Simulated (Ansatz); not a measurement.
**CH₄BFOSi: small, medium and large basis sets**

How large a basis does CH₄BFOSi need? Two functionals are run in growing sets.

The runs use Ansatz 0.2.0, Gaussian basis; one geometry, several basis sets.

The runs, in order: PBE0-D4/def2-SVP; ωB97M-V/def2-SVP; PBE0-D4/def2-QZVPP; ωB97M-V/def2-QZVPP; the functionals' def2-TZVPP values are taken from earlier runs.

## 1. The relaxed structure

All runs share one geometry, relaxed beforehand with PBE0-D4 in a triple-zeta def2 set.

SMILES `FB1OC[SiH2]1`, 9 atoms, charge 0, spin multiplicity 1.

Atoms are counted from 1 here; the program's logs count them from 0.

Bond lengths: F1–B2 1.315 Å, B2–O3 1.360 Å, B2–Si5 2.016 Å, O3–C4 1.465 Å, C4–Si5 1.917 Å, C4–H6 1.091 Å, C4–H7 1.091 Å, Si5–H8 1.487 Å, Si5–H9 1.487 Å. Angles: F1–B2–O3 121.8°, F1–B2–Si5 145.2°, O3–B2–Si5 93.0°, B2–O3–C4 104.2°, O3–C4–Si5 93.8°, O3–C4–H6 108.9°, O3–C4–H7 108.9°, Si5–C4–H6 117.2°, Si5–C4–H7 117.2°, H6–C4–H7 109.3°, B2–Si5–C4 69.0°, B2–Si5–H8 121.0°, B2–Si5–H9 121.0°, C4–Si5–H8 115.5°, C4–Si5–H9 115.5°, H8–Si5–H9 109.3°.

## 2. PBE0-D4 in def2-SVP

in.yaml reads:

```yaml
crystal:
  periodic: [false, false, false]
  atoms:
    - {symbol: F, position_ang: [-1.033044, 2.137000, 1.282194]}
    - {symbol: B, position_ang: [-0.496891, 1.089339, 0.696048]}
    - {symbol: O, position_ang: [0.497741, 0.370128, 1.282216]}
    - {symbol: C, position_ang: [0.796604, -0.685649, 0.311198]}
    - {symbol: Si, position_ang: [-0.519509, -0.081925, -0.944403]}
    - {symbol: H, position_ang: [1.843113, -0.605669, 0.014100]}
    - {symbol: H, position_ang: [0.629021, -1.655370, 0.781761]}
    - {symbol: H, position_ang: [-1.641709, -1.023346, -1.197710]}
    - {symbol: H, position_ang: [0.013174, 0.409294, -2.242403]}
basis:
  gaussian: {orbitals: def2-SVP}
hamiltonian: {xc: pbe0, dispersion: d4}
output: {orbitals: {seedname: orbitals}}
```

Command:

```sh
$ ansatz run in.yaml --threads 2 --pin off --events-out ev --progress --plain --max-ram 4352MiB
```

After this run come: ωB97M-V in def2-SVP; PBE0-D4 in def2-QZVPP; ωB97M-V in def2-QZVPP.

**Question.** What will the summary of the whole plan be? Wanted: PBE0-D4: double and triple zeta above quadruple; ωB97M-V: double and triple zeta above quadruple.

**Answer**, as computed:

| quantity | value |
| --- | --- |
| PBE0-D4: double and triple zeta above quadruple | 11.04, 0.62 eV |
| ωB97M-V: double and triple zeta above quadruple | 11.19, 0.58 eV |

**Reading.** For PBE0-D4 the step from double to triple zeta gains 10.42 eV and the next only 0.62 eV. These are total energies; as a rule much of such shifts cancels in differences, which this series doesn't test.
